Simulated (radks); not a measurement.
**Ni¹⁹⁺ in [He] 2s2 2p4.75 3d0.25: an all-electron calculation**

Wanted: eigenvalues, radial structure and energy terms of the nickel ion Ni19+.

Method: scalar-relativistic Kohn-Sham, exchange-only B88, spin-unpolarised, spherical densities, finite nucleus. Code: radks (a radial shooting solver on a logarithmic mesh, Libxc functionals) version 1.

## (1) The system

- element: nickel (Z = 28)
- charge: +19
- electrons: 9
- configuration: [He] 2s2 2p4.75 3d0.25
- nuclear rms radius: 3.7757 fm

## (2) The run

The run's settings:

```text
Z 28
configuration [He] 2s2 2p4.75 3d0.25
relativity scalar-relativistic
functional b88,
spin unpolarised
nucleus finite rms 3.7757 fm
c 137.035999084
```

**Question.** What will this run give?

**Answer**, as computed:

```
                        quantity                 value
                    total energy   -1283.78353 hartree
exchange-correlation share of it                3.09 %
                            −T/E                1.0165
          highest occupied level        3d, -592.87 eV
    most extended occupied level  3d, <r> = 0.504 bohr
 radius at density 0.001 e/bohr³             1.11 bohr
    maxima of the radial density                     2
```

3 principal shells are occupied and 2 maxima appear in the radial density; where shells overlap, one shows as a shoulder or not at all. Relativity lifts −T/E to 1.017. This is not the tabulated ground configuration, so its levels and sizes aren't those of the ground state, and no measured value stands beside it.
